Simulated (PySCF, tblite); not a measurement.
**C5H8O2SSi: geometry, infrared bands and NMR shifts**

What infrared bands and NMR shifts should C5H8O2SSi (`CS[Si@H](O)C#CC(C)=O`) show?

Programs: tblite 0.8.0 and PySCF 2.14.0, with density-fitted response routines of our own. Each step states its level of theory. These are calculated values for one molecule in the gas phase, unless marked as measured. Atoms are numbered from 0 throughout.

**1. The molecule as given**

17 atoms, charge 0, multiplicity 1; geometry from: force field or distance geometry start.

Bonds of the start (Å): C0–S1 1.82, S1–Si2 2.14, Si2–O3 1.67, Si2–C4 1.85, C4–C5 1.20, C5–C6 1.45, C6–C7 1.50, C6–O8 1.23, C0–H9 1.10, C0–H10 1.10, C0–H11 1.08, Si2–H12 1.49, O3–H13 0.97, C7–H14 1.09, C7–H15 1.09, C7–H16 1.09.

**2. Geometry optimisation with GFN2-xTB**

Job settings and geometry (Å):

```
{"job": {"kind": "relax", "xc": "GFN2-xTB", "basis": "xTB"}, "charge": 0, "multiplicity": 1}
C     -2.339100    -1.300200     1.805200
S     -2.783900    -1.118000     0.051200
Si    -1.857300     0.730500    -0.481300
O     -2.317600     0.987300    -2.067800
C     -0.029900     0.552100    -0.270500
C      1.150100     0.425000    -0.118000
C      2.577700     0.269400     0.093600
C      3.450600     0.346500    -1.119200
O      3.008500     0.078100     1.230900
H     -2.735500    -0.455600     2.392400
H     -2.799500    -2.217400     2.193300
H     -1.267600    -1.367900     1.937100
H     -2.419300     1.812400     0.377900
H     -2.632500     0.178600    -2.506800
H      3.166000    -0.441500    -1.823200
H      4.488700     0.209800    -0.824300
H      3.333700     1.322900    -1.596500
```

On the command line:

```
$ OMP_NUM_THREADS=1 python probes_run.py task.json out
```

The driver reads the jobs from task.json and runs them one after another.

**Question.** This job is followed by: GFN2-xTB harmonic vibrations, gas phase; GIAO PBE0/pcSseg-1 NMR shielding, non-relativistic, gas phase. Predict these results of the whole session: strongest single infrared mode (GFN2-xTB); zero-point energy (GFN2-xTB); 13C shifts against TMS (PBE0/pcSseg-1); 1H shifts against TMS (PBE0/pcSseg-1, means over atoms taken as alike); 33S shifts against CS2 (PBE0/pcSseg-1); 29Si shifts against TMS (PBE0/pcSseg-1); 17O shifts against H2O (PBE0/pcSseg-1); surface potential, 1st and 99th percentile.

The runs gave:

| quantity | value |
| --- | --- |
| strongest single infrared mode (GFN2-xTB) | 795 cm⁻¹, 431 km/mol |
| zero-point energy (GFN2-xTB) | 72.7 kcal/mol |
| 13C shifts against TMS (PBE0/pcSseg-1) | 188.2, 107.9, 99.4, 36.3, 12.2 ppm |
| 1H shifts against TMS (PBE0/pcSseg-1, means over atoms taken as alike) | 5.35, 2.39, 2.14, 1.97 ppm |
| 33S shifts against CS2 (PBE0/pcSseg-1) | -177 ppm |
| 29Si shifts against TMS (PBE0/pcSseg-1) | -27.8 ppm |
| 17O shifts against H2O (PBE0/pcSseg-1) | 712.5, 34.8 ppm |
| surface potential, 1st and 99th percentile | -1.49 V and 2.43 V |

**Reading.** Over 124 steps the energy fell by 0.167 eV; of the close pairs, Si2–O3 changed most, 1.672 to 1.615 Å. All 45 modes are real, so the xTB geometry is a minimum. The strongest single mode, at 795 cm⁻¹, moves mainly H13. GFN2-xTB is a fitted tight-binding method: band positions and strengths are rough. Its intensities can rank the bands wrongly. At PBE0/pcSseg-1: The widest tensor belongs to O8: span 1356 ppm, with a paramagnetic part of -776 ppm. At PBE0/pcSseg-1, counted by nearest atom on the grid, the HOMO lies on S1 79 %, the LUMO on C4, C6 about 25 % each; O8 22 %.
